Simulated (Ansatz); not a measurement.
**CH₈BNO₃: a ladder of functionals and wavefunction methods**

Aim: compute CH₈BNO₃ with functionals from several rungs and with coupled cluster. The yardstick is the atomisation energy at the CCSD(T) limit.

Method: functionals in def2-TZVPP, the program's frozen cores in correlated methods; program: Ansatz 0.2.0, Gaussian basis.

Levels to be run: LDA (SPW92), PBE-D4, revPBE-D4, BLYP-D4, r2SCAN-D4, B97M-V, PBE0-D4, B3LYP-D4, r2SCANh-D4, r2SCAN0-D4, HSE06-D4, BHLYP-D4, CAM-B3LYP-D4, LC-ωPBE, ωB97X-V, ωB97M-V, B2PLYP, PBE-QIDH; CCSD(T)/def2-SVP; CCSD(T)/def2-TZVPP; MP2/def2-QZVPP; extrapolation to the limit; RPA on PBE.

## Step 1: The geometry

An earlier PBE0-D4 in a triple-zeta def2 set relaxation fixed the geometry.

SMILES `C[NH2+][B-](O)(O)O`, 14 atoms, charge 0, spin multiplicity 1.

Atoms are counted from 1 here; the program's logs count them from 0.

Bond lengths: C1–N2 1.465 Å, C1–H7 1.091 Å, C1–H8 1.089 Å, C1–H9 1.089 Å, N2–B3 1.701 Å, N2–H10 1.015 Å, N2–H11 1.015 Å, B3–O4 1.432 Å, B3–O5 1.434 Å, B3–O6 1.432 Å, O4–H12 0.958 Å, O5–H13 0.958 Å, O6–H14 0.958 Å. Angles: N2–C1–H7 112.0°, N2–C1–H8 108.1°, N2–C1–H9 108.1°, H7–C1–H8 110.1°, H7–C1–H9 109.8°, H8–C1–H9 108.7°, C1–N2–B3 114.7°, C1–N2–H10 111.1°, C1–N2–H11 111.3°, B3–N2–H10 106.0°, B3–N2–H11 106.3°, H10–N2–H11 107.0°, N2–B3–O4 103.7°, N2–B3–O5 102.1°, N2–B3–O6 104.4°, O4–B3–O5 114.9°, O4–B3–O6 114.7°, O5–B3–O6 114.7° and more.

## Step 2: LDA

This LDA is Slater exchange with PW92 correlation.

The input, in.yaml:

```yaml
crystal:
  periodic: [false, false, false]
  atoms:
    - {symbol: C, position_ang: [-0.052258, -1.535021, 0.859495]}
    - {symbol: N, position_ang: [0.745182, -0.553672, 0.120605]}
    - {symbol: B, position_ang: [-0.122408, 0.808413, -0.414806]}
    - {symbol: O, position_ang: [-0.492860, 1.471689, 0.798517]}
    - {symbol: O, position_ang: [0.856589, 1.496653, -1.205136]}
    - {symbol: O, position_ang: [-1.217981, 0.264229, -1.158961]}
    - {symbol: H, position_ang: [0.542717, -2.396673, 1.167494]}
    - {symbol: H, position_ang: [-0.872020, -1.855722, 0.219191]}
    - {symbol: H, position_ang: [-0.466747, -1.041318, 1.736968]}
    - {symbol: H, position_ang: [1.503883, -0.194736, 0.691852]}
    - {symbol: H, position_ang: [1.165011, -0.966328, -0.706443]}
    - {symbol: H, position_ang: [-1.446597, 1.549778, 0.837201]}
    - {symbol: H, position_ang: [0.992375, 2.374299, -0.846288]}
    - {symbol: H, position_ang: [-1.147789, 0.549110, -2.070789]}
basis:
  gaussian: {orbitals: def2-TZVPP}
hamiltonian: {xc: lda}
output: {orbitals: {seedname: orbitals}}
```

Launch:

```bash
$ ansatz run in.yaml --threads 4 --pin off --events-out ev --progress --plain --max-ram 11315MiB
```

After this run come: PBE-D4 (GGA); revPBE-D4 (GGA); BLYP-D4 (GGA); r2SCAN-D4 (meta-GGA); B97M-V (meta-GGA); B3LYP-D4 (hybrid); r2SCANh-D4 (hybrid); r2SCAN0-D4 (hybrid); HSE06-D4 (hybrid); BHLYP-D4 (hybrid); CAM-B3LYP-D4 (range-separated); LC-ωPBE (range-separated); ωB97X-V (range-separated); ωB97M-V (range-separated); B2PLYP (double hybrid); PBE-QIDH (double hybrid); CCSD(T) in def2-SVP; CCSD(T) in def2-TZVPP; MP2 in def2-QZVPP; RPA on PBE orbitals.

**Question.** What will the summary of the whole plan be? Wanted: atomisation energy, CCSD(T)/CBS; farthest beyond LDA; mean size of error, GGA; mean size of error, meta-GGA; mean size of error, hybrid; mean size of error, range-separated; mean size of error, double hybrid; gap, smallest and largest; T1 diagnostic.

As calculated:

```
                               quantity                                                                           value
        atomisation energy, CCSD(T)/CBS                                                                   5535.8 kJ/mol
 functionals within 27.7 kJ/mol (0.5 %)  BLYP-D4, r2SCAN-D4, B97M-V, B3LYP-D4, HSE06-D4, CAM-B3LYP-D4, ωB97X-V, ωB97M-V
                    farthest beyond LDA                                                        BHLYP-D4 (-211.3 kJ/mol)
                mean size of error, GGA                                                                     54.0 kJ/mol
           mean size of error, meta-GGA                                                                     18.1 kJ/mol
             mean size of error, hybrid                                                                     74.0 kJ/mol
    mean size of error, range-separated                                                                     20.9 kJ/mol
      mean size of error, double hybrid                                                                     66.8 kJ/mol
              gap, smallest and largest                                           5.60 eV (BLYP-D4), 13.15 eV (LC-ωPBE)
                          T1 diagnostic                                                                          0.0107
triples share of the correlation energy                                                                           3.5 %
```

In words: LDA overbinds by 856.1 kJ/mol (15 %). PBE-D4 is off by +99.7 kJ/mol. Double hybrids carry the basis error of their MP2 part in triple zeta, and no dispersion term here, so their miss is partly the set-up's. The rungs meta-GGA, range-separated miss on average by less than the doubt on the reference (27.7 kJ/mol), so they tie. Misses under about 27.7 kJ/mol are within the doubt on the reference itself, which lacks core-valence correlation, relativity and higher excitations. Hartree-Fock recovers 71 % of the binding; the rest is correlation. CCSD(T) in def2-SVP is off by -304.9 kJ/mol, worse than the median functional, from the basis alone. Orbital gaps span 5.6 to 13.2 eV; exact exchange widens them.
